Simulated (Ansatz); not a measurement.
# Mg4Se: the cost of one run

Method: DFT PBE, scalar-relativistic, plane waves, PAW, unless a step names another level, in Ansatz 0.2.0.

13 further runs of the same task are left out: 1 that didn't finish, 12 set aside as unsound or not needed.

## 1. The formula and the candidates

Pauling electronegativities: Mg 1.31, Se 2.55 (spread 1.24). No set of common oxidation states balances it. Tabulated atomic sizes suggest about 18 Å³/atom. 31 candidates were drawn, by swapping species into database cells of other compounds, at random by space group and Wyckoff sites, or by hand, as the table says:

```tsv
name	made from	space group no.	Wyckoff sites	atoms (primitive cell)	V (Å³/atom)
c01	random	189	Mg 3f, 3g, 2d; Se 2c	10	18.9
c02	random	123	Mg 4i, 4n; Se 2h	10	23.2
c03	random	160	Mg 3a, 3a, 3a, 3a; Se 3a	5	22.1
c04	database cell of Mn4N	221	Mg 1b, 3c; Se 1a	5	18.0
c05	database cell of Eu4Ir	141	Mg 16h; Se 4b	10	24.9
c06	database cell of PbF4	139	Mg 4e, 4c; Se 2a	5	18.0
c07	database cell of SnI4	215	Mg 4e; Se 1a	5	21.0
c08	database cell of ZnNi4	166	Mg 6c, 6c; Se 3a	5	19.7
c09	random	119	Mg 2b, 2d, 4e; Se 2c	5	18.9
c10	random	107	Mg 8d; Se 2a	5	21.9
c11	random	12	Mg 4h, 2a, 2d; Se 2c	5	21.4
c12	built by hand: MgSe/Mg close-packed slab, 10-layer	164	Mg 1a, 2d, 2d, 1b, 2c; Se 2d	10	19.5
c13	random	12	Mg 4e, 4f; Se 2c	5	19.8
c14	built by hand: Pd4Se	114	Mg 8e; Se 2a	10	19.5
c15	database cell of Sn4Au	68	Mg 16i; Se 4a	10	18.5
c16	random	156	Mg 1c, 3d; Se 1b	5	21.5
c17	database cell of Ba4Rh	227	Mg 32e; Se 8b	10	25.7
c18	database cell of NiHg4	229	Mg 8c; Se 2a	5	18.4
c19	random	187	Mg 1d, 3k; Se 1a	5	23.8
c20	random	216	Mg 16e; Se 4b	5	19.5
c21	random	167	Mg 18e, 6b; Se 6a	10	22.3
c22	built by hand: Ni4Mo (D1a)	87	Mg 8h; Se 2a	5	19.5
c23	random	139	Mg 8g; Se 2a	5	22.3
c24	random	166	Mg 9d, 3a; Se 3b	5	20.8
c25	database cell of BiF4	139	Mg 16m; Se 2a, 2b	10	19.8
c26	database cell of BaGa4	139	Mg 4e, 4d; Se 2a	5	19.5
c27	database cell of SO4	216	Mg 16e; Se 4a	5	25.7
c28	database cell of Zr4Pd	139	Mg 4e, 4e; Se 2a	5	25.0
c29	database cell of NbTe4	103	Mg 8d; Se 2a	10	18.3
c30	built by hand: Five-layer close-packed Mg4Se	164	Mg 2d, 2d; Se 1a	5	19.5
c31	built by hand: bcc-derived layered 4:1 superstructure	139	Mg 4e, 4e; Se 2a	5	19.5
```

## 2. Screening run of c12

The input, input.yaml:

```yaml
crystal:
  lattice:
    - [3.5, 0.0, 0.0]
    - [-1.75, 3.03108891, 0.0]
    - [0.0, 0.0, 18.4]
  atoms:
    - { symbol: Mg, position: [0.0, 0.0, 0.0] }
    - { symbol: Mg, position: [0.66666667, 0.33333333, 0.187] }
    - { symbol: Mg, position: [0.33333333, 0.66666667, 0.813] }
    - { symbol: Mg, position: [0.66666667, 0.33333333, 0.603] }
    - { symbol: Mg, position: [0.0, 0.0, 0.5] }
    - { symbol: Mg, position: [0.33333333, 0.66666667, 0.397] }
    - { symbol: Mg, position: [0.0, 0.0, 0.293] }
    - { symbol: Mg, position: [0.0, 0.0, 0.707] }
    - { symbol: Se, position: [0.66666667, 0.33333333, 0.907] }
    - { symbol: Se, position: [0.33333333, 0.66666667, 0.093] }
basis:
  ecutwfc: 420
kpoints:
  mp_grid: { grid: [5, 5, 1] }
hamiltonian:
  xc: pbe
scf:
  occupations: { method: gaussian, width: 0.2 }
  lower_state_search: "off"
output:
  forces: true
  stress: true
  eigenvalues: true
relax:
  adjacent_minimum: "off"
  f_tol: 0.08
  max_steps: 16
  cell: { stress_tol: 0.8 }
```

Run with:

```console
ansatz run input.yaml --threads 1 --pin off --max-ram 2560MiB --backend cpu --events-out ev --progress --plain --runs-dir out
```

What time and memory should one allow on 1 thread of Intel Xeon Platinum 8488C (Sapphire Rapids), shared host?

About 26 s, with a peak of 0.5 GiB.
